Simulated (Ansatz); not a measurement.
**C₅H₁₆BNSi: how energies converge with the basis set**

One table from this session's results is given with a row withheld; the runs are named, their logs left out.

Computed with Ansatz 0.2.0, Gaussian basis. Level: one geometry, several basis sets.

Levels to be run: PBE0-D4/def2-SVP; ωB97M-V/def2-SVP; PBE0-D4/def2-QZVPP; ωB97M-V/def2-QZVPP; the functionals' def2-TZVPP values are taken from earlier runs.

## Structure used throughout

All runs share one geometry, relaxed beforehand with PBE0-D4 in a triple-zeta def2 set.

SMILES `BN(CC)[Si](C)(C)C`, 24 atoms, charge 0, spin multiplicity 1.

Atoms are counted from 1 here; the program's logs count them from 0.

Bond lengths: B1–N2 1.392 Å, B1–H9 1.201 Å, B1–H10 1.200 Å, N2–C3 1.462 Å, N2–Si5 1.774 Å, C3–C4 1.518 Å, C3–H11 1.094 Å, C3–H12 1.093 Å, C4–H13 1.093 Å, C4–H14 1.092 Å, C4–H15 1.093 Å, Si5–C6 1.867 Å, Si5–C7 1.872 Å, Si5–C8 1.869 Å, C6–H16 1.093 Å, C6–H17 1.094 Å, C6–H18 1.091 Å, C7–H19 1.094 Å and more. Angles: N2–B1–H9 120.0°, N2–B1–H10 119.6°, H9–B1–H10 120.4°, B1–N2–C3 120.1°, B1–N2–Si5 119.5°, C3–N2–Si5 120.3°, N2–C3–C4 112.8°, N2–C3–H11 109.8°, N2–C3–H12 108.0°, C4–C3–H11 109.7°, C4–C3–H12 109.5°, H11–C3–H12 106.9°, C3–C4–H13 110.7°, C3–C4–H14 110.4°, C3–C4–H15 111.5°, H13–C4–H14 108.4°, H13–C4–H15 107.8°, H14–C4–H15 107.8° and more.

Set-up of the first run:

Input file in.yaml:

```yaml
crystal:
  periodic: [false, false, false]
  atoms:
    - {symbol: B, position_ang: [0.841402, -1.437406, -1.530624]}
    - {symbol: N, position_ang: [-0.003373, -0.876169, -0.576464]}
    - {symbol: C, position_ang: [-0.890885, -1.730191, 0.210681]}
    - {symbol: C, position_ang: [-0.334701, -2.047039, 1.586796]}
    - {symbol: Si, position_ang: [0.086730, 0.864979, -0.247439]}
    - {symbol: C, position_ang: [0.087003, 1.808203, -1.858376]}
    - {symbol: C, position_ang: [-1.418826, 1.368297, 0.744848]}
    - {symbol: C, position_ang: [1.643061, 1.240092, 0.716688]}
    - {symbol: H, position_ang: [0.803174, -2.618334, -1.746638]}
    - {symbol: H, position_ang: [1.607391, -0.734183, -2.129979]}
    - {symbol: H, position_ang: [-1.871185, -1.253855, 0.309509]}
    - {symbol: H, position_ang: [-1.044079, -2.659341, -0.343698]}
    - {symbol: H, position_ang: [-1.021647, -2.690666, 2.142038]}
    - {symbol: H, position_ang: [0.625592, -2.560599, 1.500541]}
    - {symbol: H, position_ang: [-0.177496, -1.139339, 2.174944]}
    - {symbol: H, position_ang: [-0.801835, 1.571357, -2.448611]}
    - {symbol: H, position_ang: [0.085427, 2.884514, -1.662861]}
    - {symbol: H, position_ang: [0.965191, 1.576419, -2.463374]}
    - {symbol: H, position_ang: [-1.371318, 2.442872, 0.943592]}
    - {symbol: H, position_ang: [-2.345423, 1.177837, 0.197036]}
    - {symbol: H, position_ang: [-1.483775, 0.859911, 1.709429]}
    - {symbol: H, position_ang: [2.525780, 0.929527, 0.151660]}
    - {symbol: H, position_ang: [1.732694, 2.310891, 0.920298]}
    - {symbol: H, position_ang: [1.656101, 0.711924, 1.673405]}
basis:
  gaussian: {orbitals: def2-SVP}
hamiltonian: {xc: pbe0, dispersion: d4}
output: {orbitals: {seedname: orbitals}}
```

Run with:

```bash
> ansatz run in.yaml --threads 4 --pin off --events-out ev --progress --plain --max-ram 66560MiB --backend cpu
```

Among the steps run: PBE0-D4 in def2-SVP; ωB97M-V in def2-SVP; PBE0-D4 in def2-QZVPP; ωB97M-V in def2-QZVPP.

One of the session's tables, all rows but one given; the rest of the session is left out.

It belongs to the step «Functionals by basis». 

```
functional       basis  HOMO (eV)  LUMO (eV)
   PBE0-D4    def2-SVP          ?          ?
   PBE0-D4  def2-TZVPP      -7.48       0.02
   PBE0-D4  def2-QZVPP      -7.48      -0.06
   ωB97M-V    def2-SVP      -9.69       2.26
   ωB97M-V  def2-TZVPP      -9.76       1.78
   ωB97M-V  def2-QZVPP      -9.76       1.48
```

**Question.** Estimate the row for PBE0-D4, def2-SVP.

As computed: HOMO (eV): -7.43; LUMO (eV): 0.27. In the column «HOMO (eV)» it is the highest.
